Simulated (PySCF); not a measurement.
# BeI+: bond curves at several levels of theory

One table from this session's results is given with a row withheld; the runs are named, their logs left out.

Program: PySCF 2.14.0. Level of theory: Be x2c-SVPall, I x2c-SVPall, spin-free X2C with a Gaussian nucleus. These are calculated values, not measurements.

The first run:

A driver script around PySCF takes these settings:

| Quantity | Value |
| --- | --- |
| atoms | Be, I |
| charge | 1 |
| basis | Be x2c-SVPall, I x2c-SVPall |
| Hamiltonian | spin-free X2C with a Gaussian nucleus |
| basis functions | 45 |
| electrons treated | 56 |
| masses in u | 9.0122, 126.9045 |
| levels | PBE0, PBE, r²SCAN, PBEsol, M06-2X, revPBE, LC-ωPBE, HF, MP2, SCS-MP2, CCSD, CCSD(T) |
| grid | 80 radial by 434 angular points |
| occupations | held fixed by the projection of orbital angular momentum |
| dissociation limit | Be+ + I, each in its ground configuration |
| starting distance in angstrom | 2.370 |
| values of 2S to try | 0, 2 |

Launch:

```sh
> OMP_NUM_THREADS=1 python dia.py task.json out
```

Among the steps run: The job; The PBE0 curve of the state that the search chose; Excited determinants; PBE; r²SCAN (meta-GGA); PBEsol; M06-2X (hybrid meta-GGA); revPBE; LC-ωPBE (range-separated hybrid); RHF (mean field); MP2 and coupled cluster.

One of the session's tables, all rows but one given; the rest of the session is left out.

It belongs to the step «The curves together». Energy (eV) from each level's lowest point:

| R (Å) | RHF | RHF-MP2 | RHF-SCS-MP2 | RHF-CCSD | RHF-CCSD(T) |
| --- | --- | --- | --- | --- | --- |
| 1.803 | 1.151 | 1.228 | 1.225 | n/a | n/a |
| 1.887 | 0.534 | 0.582 | 0.581 | 0.587 | 0.600 |
| 1.971 | 0.181 | 0.206 | 0.207 | 0.212 | 0.219 |
| 2.034 | ? | ? | ? | ? | ? |
| 2.097 | 0.000 | 0.000 | 0.000 | 0.000 | 0.000 |
| 2.160 | 0.020 | 0.011 | 0.010 | 0.006 | 0.003 |
| 2.244 | 0.125 | 0.109 | 0.104 | 0.092 | 0.086 |
| 2.349 | 0.342 | 0.324 | 0.311 | 0.287 | 0.278 |
| 2.474 | 0.679 | 0.665 | 0.637 | 0.593 | 0.584 |
| 2.642 | 1.177 | 1.173 | 1.120 | n/a | n/a |

**Question.** Estimate the row for R (Å) = 2.034.

Worked estimate for «RHF». A straight line through the neighbours (1.971, 0.181) and (2.097, 0.000) gives 0.181 + (0.000 − 0.181) × (2.034 − 1.971) / (2.097 − 1.971) = 0.091; a parabola fitted to 4 rows on both sides gives 0.043.

The run gave: RHF: 0.048; RHF-MP2: 0.059; RHF-SCS-MP2: 0.059; RHF-CCSD: 0.062; RHF-CCSD(T): 0.066. In «RHF» the line misses by +0.043 and the parabola by -0.005.

State 2 has its PBE0 minimum 1.77 eV higher. The other levels ran on the lowest alone.
